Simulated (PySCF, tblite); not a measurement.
**CH6F4GeSi2: geometry, infrared bands and NMR shifts**

Aim: predict the infrared bands and NMR shifts of CH6F4GeSi2 (`F[SiH2][Ge@H]([SiH3])[C](F)(F)F`).

Computed with tblite 0.8.0 and PySCF 2.14.0, with density-fitted response routines of our own, on a single molecule in the gas phase. Atoms are numbered from 0 throughout.

## (1) Starting geometry

14 atoms, charge 0, multiplicity 1; geometry from: force field or distance geometry start.

Bonds of the start (Å): F0–Si1 1.67, Si1–Ge2 2.31, Ge2–Si3 2.30, Ge2–C4 1.94, C4–F5 1.39, C4–F6 1.38, C4–F7 1.39, Si1–H8 1.45, Si1–H9 1.49, Ge2–H10 1.56, Si3–H11 1.44, Si3–H12 1.46, Si3–H13 1.49.

## (2) Geometry optimisation with GFN2-xTB

What the job is given:

```
{"job": {"kind": "relax", "xc": "GFN2-xTB", "basis": "xTB"}, "charge": 0, "multiplicity": 1}
F     -2.432200     1.753600     0.988100
Si    -0.767900     1.719800     1.085900
Ge    -0.050000    -0.346600     0.328500
Si     2.106400    -0.319500    -0.463100
C     -1.307700    -1.124900    -0.931100
F     -2.220900    -0.189300    -1.411900
F     -1.964400    -2.179200    -0.326700
F     -0.597000    -1.575000    -2.042400
H     -0.169000     2.834600     0.372800
H     -0.331800     1.803900     2.508600
H     -0.065400    -1.290200     1.568300
H      2.532600     0.960300    -0.975400
H      2.282800    -1.409200    -1.419900
H      2.983600    -0.638600     0.696200
```

The run is started by

```bash
$ OMP_NUM_THREADS=1 python probes_run.py task.json out
```

The driver reads the jobs from task.json and runs them one after another.

Standard output:

```text
step      E/eV     max force
  0    -805.21204    1.805
  1    -805.41176    0.984
  2    -805.50890    0.915
  3    -805.54325    0.509
  4    -805.57713    0.466
  5    -805.58919    0.422
  6    -805.62135    0.416
  7    -805.63917    0.453
  8    -805.65313    0.366
  9    -805.66024    0.193
 10    -805.66509    0.187
 11    -805.66911    0.205
 12    -805.67301    0.239
 13    -805.67586    0.179
 14    -805.67787    0.129
 15    -805.67956    0.135
 16    -805.68119    0.133
 17    -805.68263    0.100
 18    -805.68376    0.085
 19    -805.68462    0.075
 20    -805.68526    0.083
 21    -805.68581    0.087
 22    -805.68637    0.068
 23    -805.68698    0.070
 24    -805.68774    0.067
 25    -805.68870    0.094
 26    -805.68980    0.097
 27    -805.69093    0.079
 28    -805.69205    0.098
 29    -805.69324    0.100
 30    -805.69464    0.124
 31    -805.69643    0.137
 32    -805.69861    0.125
 33    -805.70099    0.127
 34    -805.70309    0.110
 35    -805.70444    0.094
 36    -805.70512    0.064
 37    -805.70558    0.059
 38    -805.70606    0.061
 39    -805.70665    0.064
 40    -805.70732    0.071
 41    -805.70787    0.055
 42    -805.70817    0.033
 43    -805.70829    0.025
 44    -805.70838    0.028
 45    -805.70851    0.038
 46    -805.70873    0.046
 47    -805.70909    0.050
 48    -805.70950    0.048
 49    -805.70980    0.036
 50    -805.71001    0.035
 51    -805.71026    0.049
 52    -805.71067    0.069
 53    -805.71131    0.076
 54    -805.71202    0.063
 55    -805.71255    0.049
 56    -805.71287    0.050
 57    -805.71310    0.047
 58    -805.71337    0.047
 59    -805.71376    0.051
 60    -805.71430    0.074
 61    -805.71493    0.095
 62    -805.71541    0.080
 63    -805.71598    0.045
 64    -805.71622    0.030
 65    -805.71639    0.038
 66    -805.71661    0.040
 67    -805.71696    0.053
 68    -805.71736    0.065
 69    -805.71777    0.063
 70    -805.71811    0.050
 71    -805.71837    0.035
 72    -805.71858    0.034
 73    -805.71880    0.046
 74    -805.71908    0.052
 75    -805.71944    0.092
 76    -805.72005    0.081
 77    -805.72121    0.111
 78    -805.72241    0.098
 79    -805.72298    0.091
 80    -805.72365    0.067
 81    -805.72427    0.085
 82    -805.72554    0.083
 83    -805.72606    0.251
 84    -805.72939    0.117
 85    -805.73063    0.248
 86    -805.73257    0.071
 87    -805.73400    0.068
 88    -805.73490    0.181
 89    -805.73604    0.084
 90    -805.73716    0.056
 91    -805.73733    0.186
 92    -805.73825    0.049
 93    -805.73848    0.027
 94    -805.73864    0.061
 95    -805.73876    0.031
 96    -805.73892    0.023
 97    -805.73905    0.021
 98    -805.73921    0.020
 99    -805.73932    0.016
100    -805.73939    0.018
101    -805.73942    0.027
102    -805.73947    0.030
103    -805.73956    0.030
104    -805.73972    0.035
105    -805.73994    0.041
106    -805.74018    0.034
107    -805.74035    0.021
108    -805.74042    0.020
109    -805.74045    0.019
110    -805.74051    0.029
111    -805.74060    0.028
112    -805.74116    0.057
113    -805.74158    0.064
114    -805.74241    0.117
115    -805.74113    0.229
116    -805.74410    0.076
117    -805.74481    0.062
118    -805.74543    0.111
119    -805.74568    0.096
120    -805.74664    0.064
121    -805.74701    0.095
122    -805.74766    0.080
123    -805.74899    0.089
124    -805.75017    0.073
125    -805.74397    0.503
126    -805.75112    0.119
127    -805.75158    0.058
128    -805.75254    0.054
129    -805.75055    0.327
130    -805.75340    0.040
131    -805.75382    0.037
132    -805.75182    0.381
133    -805.75469    0.036
134    -805.75512    0.039
135    -805.75456    0.297
136    -805.75617    0.045
137    -805.75664    0.046
138    -805.75462    0.382
139    -805.75796    0.032
140    -805.75867    0.039
141    -805.75486    0.449
142    -805.76027    0.059
143    -805.76119    0.045
144    -805.75703    0.458
145    -805.76273    0.034
146    -805.76355    0.038
147    -805.75968    0.447
148    -805.76483    0.046
149    -805.76550    0.056
150    -805.76358    0.401
151    -805.76716    0.067
152    -805.76805    0.077
153    -805.76504    0.521
154    -805.77076    0.081
155    -805.77226    0.079
156    -805.77059    0.508
157    -805.77608    0.074
158    -805.77786    0.081
159    -805.77548    0.554
160    -805.78161    0.061
161    -805.78331    0.078
162    -805.77798    0.530
163    -805.78643    0.072
164    -805.78790    0.063
165    -805.78542    0.473
166    -805.79083    0.071
167    -805.79191    0.070
168    -805.79279    0.245
169    -805.79454    0.092
170    -805.79541    0.069
171    -805.79794    0.104
172    -805.79884    0.069
173    -805.79991    0.076
174    -805.80090    0.081
175    -805.80180    0.105
176    -805.80255    0.067
177    -805.80313    0.076
178    -805.80375    0.068
179    -805.80454    0.082
180    -805.80598    0.115
181    -805.80815    0.110
182    -805.81064    0.115
183    -805.81135    0.166
184    -805.81346    0.157
185    -805.81512    0.087
186    -805.81671    0.074
187    -805.82086    0.127
188    -805.82232    0.082
189    -805.82455    0.069
190    -805.82755    0.186
191    -805.82885    0.118
192    -805.82992    0.092
193    -805.83091    0.116
194    -805.83173    0.118
195    -805.83290    0.092
196    -805.83369    0.076
197    -805.83433    0.065
198    -805.83484    0.063
199    -805.83535    0.072
200    -805.83578    0.067
201    -805.83615    0.064
202    -805.83653    0.083
203    -805.83709    0.072
204    -805.83795    0.101
205    -805.83926    0.107
206    -805.84049    0.101
207    -805.84123    0.091
208    -805.84150    0.128
209    -805.84239    0.058
210    -805.84284    0.035
211    -805.84333    0.045
212    -805.84353    0.035
213    -805.84383    0.030
214    -805.84406    0.026
215    -805.84424    0.036
216    -805.84443    0.032
217    -805.84465    0.036
218    -805.84488    0.037
219    -805.84510    0.033
220    -805.84534    0.025
221    -805.84550    0.028
222    -805.84561    0.028
223    -805.84567    0.028
224    -805.84575    0.024
225    -805.84584    0.020
226    -805.84599    0.031
227    -805.84618    0.041
228    -805.84646    0.053
229    -805.84682    0.053
230    -805.84734    0.086
231    -805.84793    0.110
232    -805.84876    0.110
233    -805.84976    0.098
234    -805.85057    0.093
235    -805.85097    0.076
236    -805.85151    0.078
237    -805.85192    0.083
238    -805.85230    0.051
239    -805.85270    0.063
240    -805.85298    0.049
241    -805.85329    0.060
242    -805.85345    0.070
243    -805.85369    0.032
244    -805.85383    0.026
245    -805.85397    0.032
246    -805.85407    0.025
247    -805.85426    0.028
248    -805.85443    0.032
249    -805.85458    0.044
250    -805.85471    0.033
251    -805.85489    0.045
252    -805.85520    0.040
253    -805.85541    0.031
254    -805.85559    0.023
255    -805.85569    0.021
256    -805.85579    0.023
257    -805.85588    0.023
258    -805.85597    0.018
259    -805.85602    0.020
260    -805.85605    0.021
261    -805.85608    0.019
262    -805.85612    0.016
263    -805.85615    0.012
264    -805.85617    0.008
```

Run time: 3.7 s. Hardware: 1 thread of Arm Neoverse N1, shared host.

Along the way: (not every step is listed)

| step | energy from step 0 (eV) | largest force (eV/Å) |
| --- | --- | --- |
| 0 | 0.0000 | 1.8055 |
| 1 | -0.1997 | 0.9838 |
| 2 | -0.2969 | 0.9145 |
| 3 | -0.3312 | 0.5091 |
| 4 | -0.3651 | 0.4664 |
| 5 | -0.3772 | 0.4222 |
| 6 | -0.4093 | 0.4164 |
| 7 | -0.4271 | 0.4531 |
| 8 | -0.4411 | 0.3661 |
| 33 | -0.4890 | 0.1269 |
| 58 | -0.5013 | 0.0468 |
| 83 | -0.5140 | 0.2506 |
| 108 | -0.5284 | 0.0198 |
| 133 | -0.5426 | 0.0358 |
| 158 | -0.5658 | 0.0807 |
| 183 | -0.5993 | 0.1663 |
| 208 | -0.6295 | 0.1279 |
| 233 | -0.6377 | 0.0976 |
| 258 | -0.6439 | 0.0184 |
| 259 | -0.6440 | 0.0197 |
| 260 | -0.6440 | 0.0206 |
| 261 | -0.6440 | 0.0188 |
| 262 | -0.6441 | 0.0157 |
| 263 | -0.6441 | 0.0124 |
| 264 | -0.6441 | 0.0075 |

Close pairs (by a distance rule), those that changed most:

```
   bond  before (Å)  after (Å)  change (Å)
Ge2–Si3       2.297      2.377      +0.080
 Ge2–C4       1.943      2.011      +0.068
 F0–Si1       1.668      1.613      -0.054
Si1–Ge2       2.315      2.360      +0.045
  C4–F7       1.394      1.349      -0.045
  C4–F5       1.393      1.356      -0.037
 Si1–H9       1.490      1.458      -0.033
Ge2–H10       1.558      1.529      -0.029
```

The end geometry stands in the next job.

## (3) Infrared spectrum with GFN2-xTB

What the job is given:

```
{"job": {"kind": "ir", "xc": "GFN2-xTB", "basis": "xTB"}, "charge": 0, "multiplicity": 1}
F     -0.235815     1.964579     2.587415
Si    -1.159180     1.494471     1.350665
Ge    -0.019747    -0.347960     0.413809
Si     2.248966    -0.718476    -0.190509
C     -0.986768    -0.538199    -1.338706
F     -0.689626     0.465017    -2.201366
F     -2.332046    -0.512345    -1.200278
F     -0.696663    -1.682425    -1.990784
H     -2.446122     1.185585     1.960347
H     -1.203709     2.657626     0.473266
H     -0.596025    -1.613221     1.050035
H      2.630290     0.276464    -1.194880
H      2.393649    -2.068722    -0.736030
H      3.092118    -0.562864     0.994850
```

Standard output:

```text
mode    cm-1     km/mol
  1      19.7      0.24
  2      28.1      3.98
  3      31.6      0.14
  4      53.3      2.06
  5      66.1      2.46
  6      69.0      0.53
  7     154.5      7.34
  8     184.7      0.51
  9     209.9      5.33
 10     277.5     31.46
 11     319.4     11.59
 12     381.6      4.62
 13     398.1     27.10
 14     444.9      7.31
 15     450.0      6.57
 16     456.8     24.94
 17     472.8     15.98
 18     561.6     40.53
 19     618.3    625.50
 20     629.9     11.25
 21     655.4    153.92
 22     691.6    126.93
 23     750.5    583.27
 24     764.7     92.50
 25     767.5    131.81
 26     773.0    106.68
 27     804.9    257.68
 28     992.7    182.83
 29    1007.9    213.77
 30    1106.1    119.31
 31    1824.3    483.72
 32    2250.8     91.31
 33    2262.4    252.98
 34    2268.6    309.61
 35    2295.5    367.24
 36    2299.5    160.80
```

Wall time 1 s (1 thread of Arm Neoverse N1, shared host).

Which atoms move in the most intense modes:

| cm⁻¹ | km/mol | atoms |
| --- | --- | --- |
| 618 | 625.5 | H10 72 % |
| 750 | 583.3 | H9 32 %, H8 24 %, H11 15 % |
| 805 | 257.7 | F0 57 %, Si1 39 % |
| 1008 | 213.8 | C4 70 %, F7 17 % |
| 1824 | 483.7 | H10 99 % |
| 2262 | 253.0 | H12 55 %, H11 31 % |
| 2269 | 309.6 | H13 77 %, H12 18 % |
| 2296 | 367.2 | H9 73 %, H8 22 % |

## (4) NMR shieldings: PBE0/pcSseg-1

The job, as its differences from that of step 3:

```diff
@@ -1,2 +1,2 @@
-{"job": {"kind": "ir", "xc": "GFN2-xTB", "basis": "xTB"}, "charge": 0, "multiplicity": 1}
+{"job": {"kind": "nmr", "xc": "PBE0", "basis": "pcSseg-1"}, "charge": 0, "multiplicity": 1}
 F     -0.235815     1.964579     2.587415
```

Method: GIAO PBE0/pcSseg-1 NMR shielding, non-relativistic, gas phase.

Standard output:

```text
coarse grid: 61456 points
cycle   1  E = -3095.7310146777  dE =  7.032e-02  |g| = 1.277e+00  |ddm| = 3.489e+00
cycle   2  E = -3095.4777283229  dE =  2.533e-01  |g| = 1.793e+00  |ddm| = 1.741e+00
cycle   3  E = -3095.9217310189  dE = -4.440e-01  |g| = 1.741e-01  |ddm| = 1.192e+00
cycle   4  E = -3095.9256025084  dE = -3.871e-03  |g| = 6.557e-02  |ddm| = 1.541e-01
cycle   5  E = -3095.9260273635  dE = -4.249e-04  |g| = 1.112e-02  |ddm| = 4.753e-02
cycle   6  E = -3095.9260475362  dE = -2.017e-05  |g| = 2.667e-03  |ddm| = 1.171e-02
cycle   7  E = -3095.9260483937  dE = -8.574e-07  |g| = 1.073e-03  |ddm| = 2.245e-03
final grid: 126752 points
cycle   8  E = -3095.9260190182  dE =  8.980e-08  |g| = 1.536e-03  |ddm| = 2.271e-03
cycle   9  E = -3095.9260186779  dE =  3.404e-07  |g| = 2.209e-03  |ddm| = 2.273e-03
cycle  10  E = -3095.9260193505  dE = -6.726e-07  |g| = 8.265e-05  |ddm| = 1.286e-03
cycle  11  E = -3095.9260193517  dE = -1.191e-09  |g| = 2.164e-05  |ddm| = 8.880e-05
cycle  12  E = -3095.9260193517  dE = -4.184e-11  |g| = 2.610e-06  |ddm| = 1.415e-05
converged SCF energy = -3095.9260193517

GIAO shielding tensors (ppm)
atom      isotropic    diamagn.    paramagn.     s11        s22        s33       span
  0 F      422.102     466.279     -44.176    371.318    440.484    454.505     83.187
  1 Si     332.231     876.202    -543.970    262.179    309.390    425.124    162.945
  2 Ge    1615.658    2762.037   -1146.379   1534.602   1599.531   1712.841    178.238
  3 Si     452.372     879.515    -427.143    436.670    454.471    465.976     29.305
  4 C       41.175     250.596    -209.421     31.299     34.339     57.887     26.588
  5 F      229.793     477.460    -247.666    127.877    238.646    322.857    194.980
  6 F      224.829     475.880    -251.051    126.383    224.075    324.028    197.645
  7 F      226.887     475.569    -248.682    128.762    231.541    320.359    191.597
  8 H       25.647      27.307      -1.660     21.584     25.094     30.263      8.679
  9 H       25.741      27.812      -2.071     21.764     25.514     29.944      8.180
 10 H       27.433      30.826      -3.393     21.674     22.432     38.193     16.518
 11 H       27.662      28.154      -0.492     23.672     25.870     33.443      9.771
 12 H       27.652      27.978      -0.326     23.597     25.776     33.584      9.987
 13 H       27.852      27.965      -0.113     23.796     25.540     34.220     10.423
```

Wall time 69 s (1 thread of Arm Neoverse N1, shared host); peak memory 1 GiB.

The references, computed at this level on geometries of the same kind, shield at (ppm): 1H TMS 31.72, 13C TMS 186.9, 29Si TMS 349.2, 19F CFCl3 170.9, 73Ge GeMe4 1331. Their shielding less the atom's gives the shift. The references are single molecules in the gas phase, so shifts against H2O, NH3, PH3, H3PO4 or CFCl3 are not on the usual liquid scales and can be off by tens of ppm. Atoms listed in one row are averaged.

```
        atoms                                environment  σ (ppm)  δ (ppm)
           C4                                 CF3 carbon     41.2    145.7
           H8      hydrogen on a silicon bonded to F, Ge    25.65     6.07
           H9      hydrogen on a silicon bonded to F, Ge    25.74     5.98
          H10  hydrogen on a germanium bonded to C, 2 Si    27.43     4.28
H11, H12, H13         hydrogen on a silicon bonded to Ge    27.72     4.00
   F5, F6, F7                    fluorine of a CF3 group    227.2    -56.2
           F0                      fluorine bonded to Si    422.1   -251.2
          Si1               silicon bonded to F, Ge, 2 H    332.2     16.9
          Si3                  silicon bonded to Ge, 3 H    452.4   -103.2
          Ge2             germanium bonded to C, 2 Si, H     1616     -285
```

The run also stored atomic charges by several schemes (e):

| atoms | Mulliken | IAO | Hirshfeld | ESP fit |
| --- | --- | --- | --- | --- |
| F0 | -0.43 | -0.55 | -0.21 | -0.31 |
| Si1 | 0.93 | 0.87 | 0.36 | 0.61 |
| Ge2 | -0.42 | 0.14 | 0.15 | -0.06 |
| Si3 | 0.44 | 0.36 | 0.25 | 0.31 |
| C4 | 0.56 | 0.59 | 0.16 | 0.33 |
| F5, F6, F7 | -0.28 | -0.29 | -0.11 | -0.16 |

Mayer bond orders: F0–Si1 0.90, Si1–Ge2 0.83, Ge2–Si3 0.86, Ge2–C4 0.79, C4–F5 0.94, C4–F6 0.95, C4–F7 0.96.

## (5) Outcome

| quantity | value |
| --- | --- |
| strongest single infrared mode (GFN2-xTB) | 618 cm⁻¹, 626 km/mol |
| zero-point energy (GFN2-xTB) | 39.1 kcal/mol |
| 13C shifts against TMS (PBE0/pcSseg-1) | 145.7 ppm |
| 1H shifts against TMS (PBE0/pcSseg-1, means over atoms taken as alike) | 6.07, 5.98, 4.28, 4.00 ppm |
| 19F shifts against CFCl3 (PBE0/pcSseg-1, means over atoms taken as alike) | -56.2, -251.2 ppm |
| 29Si shifts against TMS (PBE0/pcSseg-1) | 16.9, -103.2 ppm |
| 73Ge shifts against GeMe4 (PBE0/pcSseg-1) | -285 ppm |

Relaxing lowered the energy by 0.644 eV in 264 steps; the close pair that moved most is Ge2–Si3, from 2.297 to 2.377 Å. No mode is imaginary among the 36: a minimum at this level. The strongest single mode, at 618 cm⁻¹, moves mainly H10. Unscaled tight-binding wavenumbers are off by several per cent, some by more. Its intensities can rank the bands wrongly. At PBE0/pcSseg-1: Shielding is most anisotropic at F5, F6, F7 (span 195 ppm, paramagnetic term -249 ppm). Spin-orbit coupling is left out, which matters for shieldings and couplings at and beside the heavy atoms.
